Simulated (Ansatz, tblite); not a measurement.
# The cluster Nb5H11O18: a ladder of methods and basis sets

An exercise on one series of results from a longer session: the logs are not shown, and one member is left open.

Computed with Ansatz 0.2.0, Gaussian basis. Level: as each input shows.

Plan: GFN1-xTB, GFN2-xTB, PBE-D4/def2-TZVP, r2SCAN-D4/def2-TZVP, BHLYP-D4/def2-TZVP, revPBE-D4/def2-TZVP, r2SCANh-D4/def2-TZVP, PBE-D4/def2-SVP, PBE0-D4/def2-SVP, MP2/def2-SVP, RPA/def2-SVP.

1 further run of the same task is left out (set aside as unsound or not needed).

**The geometry**

The geometry is that of the singlet, from an earlier relaxation (PBE-D4/def2-SVP).

34 atoms, charge 0, spin multiplicity 1.

Bond lengths: Nb1–O7 1.995 Å, Nb1–O9 2.238 Å, Nb1–O16 1.862 Å, Nb1–O21 1.908 Å, Nb1–O22 2.381 Å, Nb1–O23 1.912 Å, Nb2–O9 2.525 Å, Nb2–O11 2.135 Å, Nb2–O12 1.881 Å, Nb2–O13 2.039 Å, Nb2–O14 1.867 Å, Nb2–O19 1.881 Å, Nb3–O17 1.955 Å, Nb3–O18 1.722 Å, Nb3–O21 1.964 Å, Nb3–O22 1.876 Å, Nb4–O6 1.901 Å, Nb4–O7 1.916 Å and more. Angles: O7–Nb1–O9 70.8°, O7–Nb1–O16 94.2°, O7–Nb1–O21 96.3°, O7–Nb1–O22 71.8°, O7–Nb1–O23 148.6°, O9–Nb1–O16 98.8°, O9–Nb1–O21 146.5°, O9–Nb1–O22 70.4°, O9–Nb1–O23 79.2°, O16–Nb1–O21 113.2°, O16–Nb1–O22 164.3°, O16–Nb1–O23 99.4°, O21–Nb1–O22 76.2°, O21–Nb1–O23 104.0°, O22–Nb1–O23 89.9°, O9–Nb2–O11 77.6°, O9–Nb2–O12 177.9°, O9–Nb2–O13 80.6° and more.

Nb takes a core potential in the def2 sets. No spin-orbit coupling is included.

PBE0-D4/def2-TZVP was run before; its log isn't repeated, and its numbers join the tables.

The first run:

Tight binding, by tblite at 300 K electronic temperature and without a spin-polarisation term:

```python
tblite.interface.Calculator('GFN1-xTB', numbers, positions, charge=0, uhf=0).singlepoint()
```

Tight binding, by tblite at 300 K electronic temperature and without a spin-polarisation term:

```python
tblite.interface.Calculator('GFN2-xTB', numbers, positions, charge=0, uhf=0).singlepoint()
```

start.molden holds the orbitals of an earlier run on this state, given as this run's starting guess.

The input, in.yaml:

```yaml
crystal:
  periodic: [false, false, false]
  atoms:
    - {symbol: Nb, position_ang: [1.335552, 1.090779, -0.356520]}
    - {symbol: Nb, position_ang: [-1.852177, 0.680627, 2.166942]}
    - {symbol: Nb, position_ang: [2.851835, -0.433718, -2.521667]}
    - {symbol: Nb, position_ang: [-0.704300, -0.847499, -1.757630]}
    - {symbol: Nb, position_ang: [1.048406, -0.468837, 2.697084]}
    - {symbol: O, position_ang: [-0.770126, -2.541850, -0.899173]}
    - {symbol: O, position_ang: [-0.046390, 0.952270, -1.788226]}
    - {symbol: O, position_ang: [-0.369475, -1.240223, -3.561247]}
    - {symbol: O, position_ang: [-0.336706, -0.214603, 0.357094]}
    - {symbol: O, position_ang: [-2.611841, -0.449853, -1.650421]}
    - {symbol: O, position_ang: [0.057138, 1.436359, 2.752545]}
    - {symbol: O, position_ang: [-2.954738, 1.300125, 3.559577]}
    - {symbol: O, position_ang: [-1.638364, 2.370859, 1.046885]}
    - {symbol: O, position_ang: [-3.104758, -0.050044, 0.990465]}
    - {symbol: O, position_ang: [0.973677, -2.163250, 1.639619]}
    - {symbol: O, position_ang: [0.710797, 2.726294, 0.277756]}
    - {symbol: O, position_ang: [2.178238, -0.490923, -4.356533]}
    - {symbol: O, position_ang: [4.323519, -1.306126, -2.324019]}
    - {symbol: O, position_ang: [-0.933715, -0.741981, 2.985072]}
    - {symbol: O, position_ang: [2.037273, -0.653938, 4.088584]}
    - {symbol: O, position_ang: [2.832233, 1.259857, -1.527092]}
    - {symbol: O, position_ang: [1.517460, -1.059912, -1.361201]}
    - {symbol: O, position_ang: [2.088203, 0.396784, 1.258172]}
    - {symbol: H, position_ang: [-0.323887, -2.890007, -0.097294]}
    - {symbol: H, position_ang: [2.628247, -0.863184, -5.137857]}
    - {symbol: H, position_ang: [0.393798, -0.958692, -4.132701]}
    - {symbol: H, position_ang: [0.009239, -1.102537, 0.686317]}
    - {symbol: H, position_ang: [-3.026772, 0.265072, -2.168597]}
    - {symbol: H, position_ang: [0.457140, 2.207631, 2.292153]}
    - {symbol: H, position_ang: [-2.799977, 1.296383, 4.521709]}
    - {symbol: H, position_ang: [-2.392727, 2.595326, 0.470483]}
    - {symbol: H, position_ang: [-3.063981, -0.310494, 0.023570]}
    - {symbol: H, position_ang: [1.800748, -2.561428, 1.305417]}
    - {symbol: H, position_ang: [-0.313567, 2.770722, 0.520743]}
basis:
  gaussian: {orbitals: def2-TZVP, fitting: {mean_field: def2-universal-jkfit}, initial_orbitals: start.molden}
hamiltonian: {xc: pbe, dispersion: d4}
scf: {omitted_lower_state_checks: [starts]}
output: {orbitals: {seedname: orbitals}}
```

The run is started by

```bash
> ansatz run in.yaml --threads 2 --pin off --events-out ev --progress --plain --max-ram 31744MiB --backend cuda --devices 0, --max-vram 18GiB
```

Among the steps run: PBE-D4/def2-TZVP; r2SCAN-D4/def2-TZVP; BHLYP-D4/def2-TZVP; revPBE-D4/def2-TZVP; r2SCANh-D4/def2-TZVP; PBE-D4/def2-SVP; PBE0-D4/def2-SVP; MP2/def2-SVP; RPA/def2-SVP.

One of the session's tables, all rows but one given; the rest of the session is left out.

It belongs to the step «Binding energy». 

| level | binding an atom (eV) |
| --- | --- |
| HF/def2-SVP | 2.948 |
| PBE-D4/def2-SVP | 5.253 |
| PBE-D4/def2-TZVP | ? |
| revPBE-D4/def2-TZVP | 4.959 |
| r2SCAN-D4/def2-TZVP | 4.973 |
| r2SCANh-D4/def2-TZVP | 4.857 |
| PBE0-D4/def2-SVP | 4.907 |
| PBE0-D4/def2-TZVP | 4.825 |
| BHLYP-D4/def2-TZVP | 4.545 |
| MP2/def2-SVP | 4.958 |

Q: Estimate the row for PBE-D4/def2-TZVP from the others.

As computed: binding an atom (eV): 5.146. In the column «binding an atom (eV)» it lies between r2SCAN-D4/def2-TZVP (4.973) and PBE-D4/def2-SVP (5.253).

To keep in mind: Free atoms were run apart at each level; binding is atoms less cluster, divided by the number of atoms, without zero-point or spin-orbit terms.
